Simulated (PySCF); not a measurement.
# C₅H₉B₂NS₂: vibronic structure

Aim: compute the vibronic structure of C₅H₉B₂NS₂ (`C=CCNBB1SC=CS1`).

Programs: PySCF 2.14.0, with routines of our own; each step states its level. All values are computed. Atoms count from 0.

### Step 1. The system as given

19 atoms, charge 0, multiplicity 1; geometry from: GFN2-xTB.

### Step 2. Vibronic structure: TDA BHandHLYP/6-31G*

Job settings and geometry (Å):

```
{"job": {"kind": "vib", "xc": "BHandHLYP", "basis": "6-31G*", "tda": true}, "charge": 0, "multiplicity": 1}
C      2.623245    -1.050010     0.761496
C      2.643288     0.099895     0.116396
C      1.502743     1.077461     0.109395
N      0.940541     1.207611    -1.222957
B     -0.315553     0.821518    -1.649657
B     -1.446247     0.141792    -0.635644
S     -2.942043     0.971890    -0.077203
C     -3.565464    -0.359411     0.861351
C     -2.852857    -1.486613     0.899183
S     -1.350577    -1.534916     0.014994
H      3.453772    -1.734658     0.734878
H      1.771928    -1.353042     1.347683
H      3.502271     0.385662    -0.477644
H      1.859809     2.058214     0.453077
H      0.717501     0.736440     0.786100
H      1.614033     1.594961    -1.869488
H     -0.533253     1.011017    -2.794439
H     -4.503547    -0.203553     1.362597
H     -3.129395    -2.375005     1.437225
```

Method: TDA BHandHLYP/6-31G* vertical-gradient vibronic structure (displaced harmonic oscillators, Condon), gas phase.

Command:

```bash
OMP_NUM_THREADS=1 python excited_run.py task.json out
```

This one command runs all jobs of the session in turn.

Log:

```text
final grid: 76264 points
cycle   1  E = -1096.5556404474  dE =  1.848e+00  |g| = 3.758e-01  |ddm| = 4.323e+00
cycle   2  E = -1096.5928944242  dE = -3.725e-02  |g| = 2.182e-01  |ddm| = 6.978e-01
cycle   3  E = -1096.6043077641  dE = -1.141e-02  |g| = 7.155e-02  |ddm| = 3.039e-01
cycle   4  E = -1096.6055469340  dE = -1.239e-03  |g| = 2.656e-02  |ddm| = 9.293e-02
cycle   5  E = -1096.6057393650  dE = -1.924e-04  |g| = 3.858e-03  |ddm| = 3.130e-02
cycle   6  E = -1096.6057442516  dE = -4.887e-06  |g| = 1.478e-03  |ddm| = 6.820e-03
cycle   7  E = -1096.6057449821  dE = -7.305e-07  |g| = 5.407e-04  |ddm| = 2.602e-03
cycle   8  E = -1096.6057450916  dE = -1.095e-07  |g| = 1.843e-04  |ddm| = 8.808e-04
cycle   9  E = -1096.6057451070  dE = -1.539e-08  |g| = 4.484e-05  |ddm| = 3.781e-04
cycle  10  E = -1096.6057451080  dE = -9.904e-10  |g| = 2.199e-05  |ddm| = 1.151e-04
converged SCF energy = -1096.6057451080

Singlet excitations (eV, f): 5.769 (0.1082)  6.314 (0.0015)  6.422 (0.0032)  6.546 (0.0012)  6.641 (0.0109)  6.804 (0.0589)

State S1  5.7691 eV  f = 0.10821  H->L 0.93
  relaxed dipole 3.792 D, largest gradient of the excitation energy 0.0581 Eh/bohr
  mode    cm-1        S   lambda/meV  Raman
   13    454.9    3.0069     169.6   0.536
   41   1559.0    0.4781      92.4   1.000
   27    963.9    0.6197      74.1   0.496
    7    246.5    2.3662      72.3   0.124
   19    743.5    0.7580      69.9   0.361
    8    339.0    1.0401      43.7   0.103
   26    942.7    0.3223      37.7   0.246
   11    393.1    0.3167      15.4   0.042
   37   1335.0    0.0598       9.9   0.092
   22    800.3    0.0849       8.4   0.047
   16    607.8    0.1056       8.0   0.034
   40   1467.2    0.0380       6.9   0.070
  reorganisation energy 0.6621 eV, total S 10.067, 0-0 5.1070 eV
  absorption maximum 5.723 eV, width 0.614 eV

State S5  6.6406 eV  f = 0.01091  H->L+2 0.53, H->L+1 0.19, H-4->L 0.10
  relaxed dipole 4.513 D, largest gradient of the excitation energy 0.0563 Eh/bohr
  mode    cm-1        S   lambda/meV  Raman
   41   1559.0    0.4783      92.4   1.000
    7    246.5    2.9249      89.4   0.153
   13    454.9    0.9369      52.8   0.167
   27    963.9    0.4028      48.1   0.322
   10    387.0    0.8320      39.9   0.107
    4     74.3    3.6752      33.8   0.017
    8    339.0    0.7183      30.2   0.071
   19    743.5    0.2281      21.0   0.108
   26    942.7    0.1620      18.9   0.124
   22    800.3    0.1447      14.4   0.080
   15    603.0    0.1768      13.2   0.055
   39   1454.8    0.0652      11.8   0.119
  reorganisation energy 0.5459 eV, total S 11.946, 0-0 6.0947 eV
  absorption maximum 6.587 eV, width 0.552 eV

State S6  6.8042 eV  f = 0.05891  H-3->L 0.45, H-1->L 0.30, H-5->L 0.12
  relaxed dipole 5.272 D, largest gradient of the excitation energy 0.0847 Eh/bohr
  mode    cm-1        S   lambda/meV  Raman
   40   1467.2    0.6604     120.1   1.000
   27    963.9    0.6242      74.6   0.408
   37   1335.0    0.4198      69.5   0.526
   39   1454.8    0.1941      35.0   0.289
   17    660.2    0.2616      21.4   0.080
   32   1145.9    0.1476      21.0   0.136
   26    942.7    0.1756      20.5   0.110
   13    454.9    0.3498      19.7   0.051
   36   1304.2    0.0749      12.1   0.090
    5    104.4    0.9131      11.8   0.007
   16    607.8    0.1234       9.3   0.032
   31   1094.1    0.0683       9.3   0.058
  reorganisation energy 0.4856 eV, total S 5.477, 0-0 6.3186 eV
  absorption maximum 6.711 eV, width 0.612 eV

State T1  4.1589 eV  f = 0.00000  H->L+1 0.60, H->L+2 0.27
  relaxed dipole 1.890 D, largest gradient of the excitation energy 0.1564 Eh/bohr
  mode    cm-1        S   lambda/meV  Raman
   41   1559.0    4.0414     781.2   1.000
   30   1079.3    0.1529      20.5   0.018
   13    454.9    0.2014      11.4   0.004
   49   3128.7    0.0253       9.8   0.025
    8    339.0    0.1979       8.3   0.002
   10    387.0    0.0982       4.7   0.001
    6    171.8    0.0320       0.7   0.000
   11    393.1    0.0057       0.3   0.000
    7    246.5    0.0074       0.2   0.000
  reorganisation energy 0.8388 eV, total S 4.789, 0-0 3.3201 eV
  absorption maximum 4.093 eV, width 0.799 eV
```

Run time: 52 s. Hardware: 1 thread of Arm Neoverse V2, shared host; peak memory 1 GiB.

Orbitals, density, ELF and potential are computed afterwards from the orbital file.

Frontier orbitals at BHandHLYP/6-31G*, with the share of their density that lies nearest to each atom:

| orbital | energy (eV) | lies on |
| --- | --- | --- |
| HOMO | -7.46 | C7, C8 about 21 % each; S6, S9 about 17 % each; B5 14 % |
| LUMO | 0.58 | B5 40 %; B4 14 %; S6, S9 about 12 % each |

ELF in a plane through or near 8 of the atoms.

Ten even steps from '0' (0.00) to '9' (1.00):
```
0000000000000000000000000000
0000000000000000000000000000
0000000000000000000000000000
0000000000000110000000000000
0000000014200230002551000000
0000000089944321016886100000
0000000069958427458985100000
0000000003626588288772000000
0000047400576283467563210000
0000099964321034341266530000
0000199962610017851587520000
0000036646600048867245100000
0000000177631048867234100000
0000000565499018733799600000
0000004997899203300599800000
0000004884388000000166200000
0000000220000000000000000000
0000000000000000000000000000
0000000000000000000000000000
0000000000000000000000000000
```
The map spans 14.4 Å across and 10.6 Å up, centred on the molecule. Atoms in the plane (x, y in Å): C0 (-2.3, -1.8), C1 (-2.6, -0.6), N3 (-1.3, 1.5), B5 (1.3, 0.8), C8 (3.1, -1.1), H11 (-1.3, -2.2), H12 (-3.6, -0.1), H15 (-2.1, 2.0).

On the surface of density 0.002 e/bohr³ the electrostatic potential runs, from the 1st to the 99th percentile, from -0.70 V near C0 to 1.60 V near H15.

### Step 3. Vibronic structure: TDA revPBE/pcseg-0

Settings changed since step 2:

```diff
@@ -1,2 +1,2 @@
-{"job": {"kind": "vib", "xc": "BHandHLYP", "basis": "6-31G*", "tda": true}, "charge": 0, "multiplicity": 1}
+{"job": {"kind": "vib", "xc": "revPBE", "basis": "pcseg-0", "tda": true, "nstates": 4}, "charge": 0, "multiplicity": 1}
 C      2.623245    -1.050010     0.761496
```

With the program's defaults for keys left out, this is: TDA revPBE/pcseg-0 vertical-gradient vibronic structure (displaced harmonic oscillators, Condon), gas phase.

Log:

```text
final grid: 76264 points
cycle   1  E = -1094.8389116054  dE =  1.071e+00  |g| = 3.794e-01  |ddm| = 4.962e+00
cycle   2  E = -1094.8219099125  dE =  1.700e-02  |g| = 4.457e-01  |ddm| = 1.589e+00
cycle   3  E = -1094.8808401946  dE = -5.893e-02  |g| = 1.318e-01  |ddm| = 8.510e-01
cycle   4  E = -1094.8858241958  dE = -4.984e-03  |g| = 3.800e-02  |ddm| = 2.230e-01
cycle   5  E = -1094.8861243341  dE = -3.001e-04  |g| = 1.970e-02  |ddm| = 7.379e-02
cycle   6  E = -1094.8862318899  dE = -1.076e-04  |g| = 4.020e-03  |ddm| = 2.751e-02
cycle   7  E = -1094.8862361617  dE = -4.272e-06  |g| = 1.645e-03  |ddm| = 9.388e-03
cycle   8  E = -1094.8862369325  dE = -7.708e-07  |g| = 5.136e-04  |ddm| = 3.140e-03
cycle   9  E = -1094.8862370011  dE = -6.857e-08  |g| = 1.378e-04  |ddm| = 8.895e-04
cycle  10  E = -1094.8862370051  dE = -4.095e-09  |g| = 7.381e-05  |ddm| = 2.874e-04
cycle  11  E = -1094.8862370067  dE = -1.570e-09  |g| = 1.391e-05  |ddm| = 1.164e-04
cycle  12  E = -1094.8862370067  dE = -3.138e-11  |g| = 1.111e-05  |ddm| = 4.013e-05
converged SCF energy = -1094.8862370067

Singlet excitations (eV, f): 4.954 (0.0734)  5.207 (0.0076)  5.421 (0.0152)  5.530 (0.0225)

State S1  4.9540 eV  f = 0.07340  H->L 0.75, H->L+2 0.17
  relaxed dipole 5.324 D, largest gradient of the excitation energy 0.0439 Eh/bohr
  mode    cm-1        S   lambda/meV  Raman
   13    454.9    1.4874      83.9   0.428
   27    963.9    0.5450      65.1   0.704
   41   1559.0    0.2960      57.2   1.000
    5    104.4    2.0881      27.0   0.032
    6    171.8    1.1192      23.8   0.046
   19    743.5    0.2313      21.3   0.178
   42   1719.0    0.0945      20.1   0.388
    8    339.0    0.4583      19.3   0.073
    7    246.5    0.5548      17.0   0.047
   26    942.7    0.1274      14.9   0.157
   11    393.1    0.2780      13.6   0.060
    4     74.3    1.0172       9.4   0.008
  reorganisation energy 0.4340 eV, total S 8.819, 0-0 4.5199 eV
  absorption maximum 4.898 eV, width 0.508 eV

State S3  5.4206 eV  f = 0.01521  H-2->L 0.80, H-1->L 0.08
  relaxed dipole 10.488 D, largest gradient of the excitation energy 0.0825 Eh/bohr
  mode    cm-1        S   lambda/meV  Raman
   40   1467.2    0.6831     124.3   1.000
   13    454.9    1.4253      80.4   0.201
    7    246.5    2.3056      70.5   0.095
   26    942.7    0.6002      70.2   0.363
    4     74.3    6.1653      56.8   0.023
   37   1335.0    0.3071      50.8   0.372
   39   1454.8    0.2138      38.6   0.308
   10    387.0    0.4250      20.4   0.043
   17    660.2    0.2454      20.1   0.073
   36   1304.2    0.1190      19.2   0.138
   34   1197.4    0.1070      15.9   0.104
   32   1145.9    0.1012      14.4   0.090
  reorganisation energy 0.6317 eV, total S 13.247, 0-0 4.7890 eV

State S4  5.5304 eV  f = 0.02246  H->L+2 0.45, H->L+3 0.37
  relaxed dipole 11.216 D, largest gradient of the excitation energy 0.0662 Eh/bohr
  mode    cm-1        S   lambda/meV  Raman
   42   1719.0    0.4367      93.1   1.000
    7    246.5    2.3874      73.0   0.112
   41   1559.0    0.3662      70.8   0.690
   27    963.9    0.4216      50.4   0.304
   13    454.9    0.6559      37.0   0.105
   19    743.5    0.3806      35.1   0.163
   10    387.0    0.4375      21.0   0.051
   35   1269.1    0.1085      17.1   0.135
   20    776.3    0.1569      15.1   0.073
   15    603.0    0.1429      10.7   0.040
    4     74.3    0.9586       8.8   0.004
   22    800.3    0.0735       7.3   0.037
  reorganisation energy 0.5012 eV, total S 7.263, 0-0 5.0293 eV
  absorption maximum 5.461 eV, width 0.596 eV

State T1  4.0988 eV  f = 0.00000  H->L 0.96
  relaxed dipole 3.506 D, largest gradient of the excitation energy 0.0549 Eh/bohr
  mode    cm-1        S   lambda/meV  Raman
   13    454.9    4.0853     230.4   1.000
   27    963.9    0.5731      68.5   0.630
   41   1559.0    0.3130      60.5   0.900
   19    743.5    0.6263      57.7   0.409
    7    246.5    1.6935      51.8   0.122
   26    942.7    0.3804      44.5   0.400
    8    339.0    0.5283      22.2   0.072
   16    607.8    0.2526      19.0   0.110
   17    660.2    0.0893       7.3   0.046
   37   1335.0    0.0434       7.2   0.092
   15    603.0    0.0916       6.8   0.039
   20    776.3    0.0566       5.4   0.040
  reorganisation energy 0.6212 eV, total S 9.592, 0-0 3.4776 eV
  absorption maximum 4.062 eV, width 0.576 eV
```

It took 24 s on 1 thread of Arm Neoverse V2, shared host; peak memory 0.81 GiB.

### Step 4. Summary of results

| quantity | value |
| --- | --- |
| S1: vertical, reorganisation, 0-0, total S (step 2, TDA BHandHLYP/6-31G*, modes from GFN2-xTB) | 5.77, 0.66, 5.11 eV; 10.1 |
| S5: vertical, reorganisation, 0-0, total S (step 2, TDA BHandHLYP/6-31G*, modes from GFN2-xTB) | 6.64, 0.55, 6.09 eV; 11.9 |
| S6: vertical, reorganisation, 0-0, total S (step 2, TDA BHandHLYP/6-31G*, modes from GFN2-xTB) | 6.80, 0.49, 6.32 eV; 5.5 |
| surface potential, 1st and 99th percentile | -0.70 V and 1.60 V |
| S1: vertical, reorganisation, 0-0, total S (step 3, TDA revPBE/pcseg-0, modes from GFN2-xTB) | 4.95, 0.43, 4.52 eV; 8.8 |
| S3: vertical, reorganisation, 0-0, total S (step 3, TDA revPBE/pcseg-0, modes from GFN2-xTB) | 5.42, 0.63, 4.79 eV; 13.2 |
| S4: vertical, reorganisation, 0-0, total S (step 3, TDA revPBE/pcseg-0, modes from GFN2-xTB) | 5.53, 0.50, 5.03 eV; 7.3 |

The vibronic model keeps the ground-state modes (from xTB) and shifts them along the gradient alone, so it can miss much of the relaxation that a full optimisation finds. In step 3 the harmonic model is doubtful.
